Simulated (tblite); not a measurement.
# C5H15NOSi2: the cost of one run

Programs: tblite 0.8.0 and PySCF 2.14.0, with density-fitted response routines of our own. Each step states its level of theory. These are calculated values for one molecule in the gas phase, unless marked as measured. Atoms count from 0, in the outputs and in this text.

### 1 The starting structure

24 atoms, charge 0, multiplicity 1; geometry from: force field or distance geometry start.

Bonds of the start (Å): C0–C1 1.51, C1–O2 1.41, O2–Si3 1.65, Si3–C4 1.83, C4–C5 1.35, C5–Si6 1.84, Si3–N7 1.71, N7–C8 1.46, C0–H9 1.10, C0–H10 1.08, C0–H11 1.10, C1–H12 1.11, C1–H13 1.10, Si3–H14 1.47, C4–H15 1.08, C5–H16 1.08, Si6–H17 1.49, Si6–H18 1.48, Si6–H19 1.50, N7–H20 1.02, C8–H21 1.10, C8–H22 1.10, C8–H23 1.09.

### 2 Relaxing the molecule with GFN2-xTB

The job: settings as JSON, then the geometry in Å.

```
{"job": {"kind": "relax", "xc": "GFN2-xTB", "basis": "xTB"}, "charge": 0, "multiplicity": 1}
C      2.470600     2.511500    -0.003100
C      2.249500     1.028300    -0.214100
O      0.875600     0.790800    -0.410200
Si     0.345000    -0.750500    -0.675300
C     -1.343200    -0.825400    -1.371700
C     -2.459900    -0.135000    -1.071400
Si    -2.731000     1.169800     0.196300
N      0.312700    -1.461100     0.877700
C     -0.049800    -2.848200     1.150600
H      2.107200     3.073300    -0.871100
H      3.515900     2.740300     0.160700
H      1.881500     2.867400     0.859500
H      2.601100     0.489300     0.696100
H      2.838100     0.693000    -1.078400
H      1.302300    -1.494000    -1.503500
H     -1.402700    -1.552500    -2.168700
H     -3.358800    -0.335900    -1.629900
H     -4.190600     1.290300     0.445100
H     -2.213500     2.475900    -0.267300
H     -2.069200     0.782900     1.481900
H     -0.251200    -0.847300     1.471600
H     -1.101000    -3.047100     0.894600
H      0.079800    -3.043400     2.229800
H      0.579900    -3.552500     0.602400
```

Started as:

```bash
$ OMP_NUM_THREADS=1 python probes_run.py task.json out
```

One launch serves the whole session: the jobs run in the order shown.

**Question.** How long does this first job take on 1 thread of Arm Neoverse V1, shared host, and how much memory does it need?

About 2.9 s, with a peak of 0.19 GiB.
